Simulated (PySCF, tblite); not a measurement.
**C4H6N2O2Si: geometry, infrared bands and NMR shifts**

Aim: predict the infrared bands and NMR shifts of C4H6N2O2Si (`N#C[C@@]([SiH3])(C=O)C(N)=O`).

Computed with tblite 0.8.0 and PySCF 2.14.0, with density-fitted response routines of our own, on a single molecule in the gas phase. Atoms count from 0, in the outputs and in this text.

### 1 The starting structure

15 atoms, charge 0, multiplicity 1; geometry from: force field or distance geometry start.

Bonds of the start (Å): N0–C1 1.13, C1–C2 1.48, C2–Si3 1.86, C2–C4 1.49, C4–O5 1.21, C2–C6 1.47, C6–N7 1.44, C6–O8 1.28, Si3–H9 1.48, Si3–H10 1.47, Si3–H11 1.46, C4–H12 1.09, N7–H13 1.03, N7–H14 1.05.

### 2 Relaxing the molecule with GFN2-xTB

Job settings and geometry (Å):

```
{"job": {"kind": "relax", "xc": "GFN2-xTB", "basis": "xTB"}, "charge": 0, "multiplicity": 1}
N      0.229400     1.009400    -2.646300
C      0.060700     0.481000    -1.657100
C     -0.145400    -0.215600    -0.370000
Si    -1.463200     0.664800     0.596500
C     -0.637900    -1.598900    -0.626700
O     -0.022100    -2.572800    -0.249300
C      1.136700    -0.326600     0.339300
N      1.910000     0.830100     0.727800
O      1.637900    -1.459500     0.660200
H     -2.114400    -0.322200     1.484700
H     -0.892800     1.738100     1.415400
H     -2.492600     1.140100    -0.316200
H     -1.568000    -1.783500    -1.171900
H      2.052900     1.629100     0.086500
H      2.304400     0.794500     1.705000
```

Started as:

```sh
$ OMP_NUM_THREADS=1 python probes_run.py task.json out
```

The driver reads the jobs from task.json and runs them one after another.

**Question.** This job is followed by: GFN2-xTB harmonic vibrations, gas phase; GIAO PBE0/pcSseg-1 NMR shielding, non-relativistic, gas phase. What will the session give for the following? strongest single infrared mode (GFN2-xTB); zero-point energy (GFN2-xTB); ¹³C shifts against TMS (PBE0/pcSseg-1); ¹H shifts against TMS (PBE0/pcSseg-1, means over atoms taken as alike); ¹⁵N shifts against NH3 (PBE0/pcSseg-1); ²⁹Si shifts against TMS (PBE0/pcSseg-1); ¹⁷O shifts against H2O (PBE0/pcSseg-1).

**Answer**, as computed:

```
                                                              quantity                          value
                             strongest single infrared mode (GFN2-xTB)          1743 cm⁻¹, 631 km/mol
                                          zero-point energy (GFN2-xTB)                  59.0 kcal/mol
                                ¹³C shifts against TMS (PBE0/pcSseg-1)  198.2, 172.6, 117.4, 53.1 ppm
¹H shifts against TMS (PBE0/pcSseg-1, means over atoms taken as alike)     9.77, 5.47, 5.38, 4.42 ppm
                                ¹⁵N shifts against NH3 (PBE0/pcSseg-1)               318.7, 124.7 ppm
                               ²⁹Si shifts against TMS (PBE0/pcSseg-1)                      -67.8 ppm
                                ¹⁷O shifts against H2O (PBE0/pcSseg-1)               676.7, 448.6 ppm
```

The optimisation took 261 steps and gained 1.917 eV; among the close pairs (by a distance rule), C2–Si3 changed most, from 1.856 to 1.978 Å. No mode is imaginary among the 39: a minimum at this level. The strongest single mode, at 1743 cm⁻¹, moves mainly C4 and O5. Unscaled tight-binding wavenumbers are off by several per cent, some by more. Its intensities can rank the bands wrongly. The most deshielded carbon is C4 (aldehyde carbonyl carbon), at 198.2 ppm: the double bond to the heteroatom, with no lone-pair donor beside it, deshields it most. The most deshielded hydrogen is H12 (hydrogen on an aldehyde carbonyl carbon), at 9.77 ppm: deshielded by the polar, anisotropic C=O bond. At PBE0/pcSseg-1: The widest tensor belongs to O5: span 1342 ppm, with a paramagnetic part of -741 ppm.
